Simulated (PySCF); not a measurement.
# C6H5FO (4-hydroxy-1-fluorobenzene): the cost of one run

Computed with PySCF 2.14.0, with density-fitted response routines of our own, on a single molecule, in the gas phase or a continuum. Atoms count from 0, in the outputs and in this text.

**1. The molecule as given**

13 atoms, charge 0, multiplicity 1; geometry from: GFN2-xTB. The atoms were then displaced at random by about 0.01 Å, so the start is not that level's minimum.

Bonds of the start (Å): O0–C1 1.34, C1–C2 1.38, C2–C3 1.43, C3–C4 1.37, C4–F5 1.36, C4–C6 1.38, C6–C7 1.37, C7–C1 1.39, O0–H8 0.95, C2–H9 1.06, C3–H10 1.04, C6–H11 1.08, C7–H12 1.11.

**2. Relaxing the molecule at PBE0-D3(BJ)/def2-TZVP**

Job settings and geometry (Å):

```
{"job": {"xc": "PBE0", "basis": "def2-TZVP", "d3": "d3bj", "grid": 2, "shake": 0.01, "kind": "geom"}, "charge": 0, "multiplicity": 1}
O     -2.144510    -0.920450    -0.888040
C     -1.001960    -0.414700    -0.399840
C      0.059690    -0.098150    -1.228920
C      1.286670     0.397800    -0.681290
C      1.332390     0.559930     0.679960
F      2.476540     1.050680     1.223170
C      0.286390     0.258660     1.528280
C     -0.876230    -0.223020     0.974470
H     -2.111900    -0.970790    -1.832760
H     -0.003930    -0.238640    -2.279500
H      2.086470     0.640800    -1.295160
H      0.381500     0.408070     2.598450
H     -1.765310    -0.467080     1.590860
```

Command:

```
OMP_NUM_THREADS=1 python probes_run.py task.json out
```

The driver reads the jobs from task.json and runs them one after another.

Q: Estimate the wall time and peak memory of this first job on 1 thread of Arm Neoverse V2, shared host.

About 4.8 min, with a peak of 1.5 GiB.
